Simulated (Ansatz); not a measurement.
# CH6SiTe: basis-set convergence

An exercise on one series of results from a longer session: the logs are not shown, and one member is left open.

Method: one geometry, several basis sets; program: Ansatz 0.2.0, Gaussian basis.

Plan: PBE0-D4/def2-SVP; ωB97M-V/def2-SVP; PBE0-D4/def2-QZVPP; ωB97M-V/def2-QZVPP; the functionals' def2-TZVPP values are taken from earlier runs.

### The geometry

An earlier PBE0-D4 in a triple-zeta def2 set relaxation fixed the geometry. Te takes the def2 core potential; no spin-orbit term is included.

SMILES `C[SiH2][TeH]`, 9 atoms, charge 0, spin multiplicity 1.

Atoms are counted from 1 here; the program's logs count them from 0.

Bond lengths: C1–Si2 1.867 Å, C1–H4 1.094 Å, C1–H5 1.091 Å, C1–H6 1.092 Å, Si2–Te3 2.500 Å, Si2–H7 1.487 Å, Si2–H8 1.486 Å, Te3–H9 1.658 Å. Angles: Si2–C1–H4 110.3°, Si2–C1–H5 110.6°, Si2–C1–H6 110.6°, H4–C1–H5 108.7°, H4–C1–H6 108.3°, H5–C1–H6 108.2°, C1–Si2–Te3 112.6°, C1–Si2–H7 111.4°, C1–Si2–H8 110.5°, Te3–Si2–H7 103.6°, Te3–Si2–H8 109.7°, H7–Si2–H8 108.9°, Si2–Te3–H9 91.7°.

The first run:

File in.yaml:

```yaml
crystal:
  periodic: [false, false, false]
  atoms:
    - {symbol: C, position_ang: [-0.793631, 0.726284, -0.609059]}
    - {symbol: Si, position_ang: [0.377728, -0.686596, -0.266389]}
    - {symbol: Te, position_ang: [1.980435, -0.179839, 1.584402]}
    - {symbol: H, position_ang: [-1.456289, 0.475185, -1.442029]}
    - {symbol: H, position_ang: [-0.239951, 1.632043, -0.862383]}
    - {symbol: H, position_ang: [-1.409751, 0.936321, 0.267719]}
    - {symbol: H, position_ang: [1.262228, -0.952214, -1.431601]}
    - {symbol: H, position_ang: [-0.380535, -1.924276, 0.053295]}
    - {symbol: H, position_ang: [0.748166, -0.073211, 2.689045]}
basis:
  gaussian: {orbitals: def2-SVP}
hamiltonian: {xc: pbe0, dispersion: d4}
output: {orbitals: {seedname: orbitals}}
```

Among the steps run: PBE0-D4 in def2-SVP; ωB97M-V in def2-SVP; PBE0-D4 in def2-QZVPP; ωB97M-V in def2-QZVPP.

One table of the session follows, with a row left open; its other results are not shown here.

It belongs to the step «Density functionals: the series». 

```
functional       basis  HOMO (eV)
   PBE0-D4    def2-SVP      -6.30
   PBE0-D4  def2-TZVPP      -6.40
   PBE0-D4  def2-QZVPP      -6.42
   ωB97M-V    def2-SVP      -8.36
   ωB97M-V  def2-TZVPP      -8.48
   ωB97M-V  def2-QZVPP          ?
```

**Question.** Estimate the row for ωB97M-V, def2-QZVPP.

**Answer.** HOMO (eV): -8.50. In the column «HOMO (eV)» it is the lowest.
